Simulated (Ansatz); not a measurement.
What does this script print? It uses the Python package of Ansatz (0.2.0).

Script `run_nc_paw.py`:
```python
# -*- coding: utf-8 -*-
"""Two kinds of potentials on GaSn3."""

import ansatz as az
import numpy as np


def count_gap(report):
    # lowest empty less highest filled band, counting bands; zero where they overlap
    return max(report.get("gap_by_band_count_ev") or 0.0, 0.0)

lattice = az.Lattice.of(
    (-2.272404, 2.272404, 4.910734),
    (2.272404, -2.272404, 4.910734),
    (2.272404, 2.272404, -4.910734),
)
sites = [
    ("Ga", (0.0, 0.0, 0.0)),
    ("Sn", (0.75, 0.25, 0.5)),
    ("Sn", (0.25, 0.75, 0.5)),
    ("Sn", (0.5, 0.5, 0.0)),
]
crystal = az.Crystal(lattice=lattice)
for symbol, position in sites:
    crystal = crystal.atom(symbol, position)

job = (
    crystal.calculation()
    .kpoints(9, center="monkhorst-pack")  # sampling of the Brillouin zone
    .mixing("msr1")
    .occupations("fermi_dirac", width=0.1)
    .scf(max_iterations=150, algorithm="direct_min")
    .functional("lda")
    .stress()  # GPa
    .forces()  # minus the gradient of the free energy
    .band_table()  # levels at the mesh points
)
variants = {
    "PAW": job.pseudopotentials("paw"),
    "norm-conserving": job.pseudopotentials("nc"),
}
# totals differ by the cores that each treatment holds, so compare what does not depend on them
rows = []
for label, variant in variants.items():
    report = variant.run(threads=1, backend="cpu").report
    levels = np.array(report["eigenvalues_ev"][0]) - report["fermi_energy_ev"]
    print(label, "levels at the first k-point near E_F:", np.round(levels[np.abs(levels) < 5], 3))
    rows.append((label, report["n_electrons"], np.trace(report["stress_gpa"]) / 3, float(np.abs(report["forces_ev_ang"]).max()), count_gap(report)))
print("     treatment  electrons in bands           P GPa  max force component eV/A  gap by band count eV")
for row in rows:
    print(f"{str(row[0]):>14s}  {row[1]:18.1f}  {row[2]:14.3f}  {row[3]:24.4f}  {row[4]:20.3f}")
```

`python run_nc_paw.py` gives:
```text
DeckWarning: basis.ecutwfc = 420 eV, auto-derived from the records' recommended cutoffs: set by Ga (normal level)
PAW levels at the first k-point near E_F: [-3.988 -3.783 -3.246 -1.65  -1.65  -1.033 -1.033  0.509  0.665  3.361
  3.361]
DeckWarning: basis.ecutwfc = 1088.45545 eV, auto-derived from the records' recommended cutoffs: set by Ga (normal level)
norm-conserving levels at the first k-point near E_F: [-3.993 -3.784 -3.249 -1.65  -1.65  -1.033 -1.033  0.512  0.667  3.382
  3.382]
     treatment  electrons in bands           P GPa  max force component eV/A  gap by band count eV
           PAW                55.0          -2.794                    0.0000                 0.000
norm-conserving                55.0          -2.769                    0.0000                 0.000
```
(Warnings from the package without file and line.)

PAW gives -2.794 GPa and norm-conserving -2.769 GPa, 0.025 GPa apart. They took 49.4 and 186.0 s of processor time.

The settings weren't tested for convergence. The computed bands are complete only to about 2.8 eV above the Fermi level. A gap by band count of zero or less means overlapping bands, a metal, and at an odd count of electrons it is no gap at all. This cell is a computed structure, which may not be the phase found in nature. Levels are Kohn-Sham eigenvalues on this mesh, without spin-orbit coupling. Stress is positive in compression. Timing: 3.9 min on 1 thread of Arm Neoverse V2, on a shared host, peak memory 2 GiB.
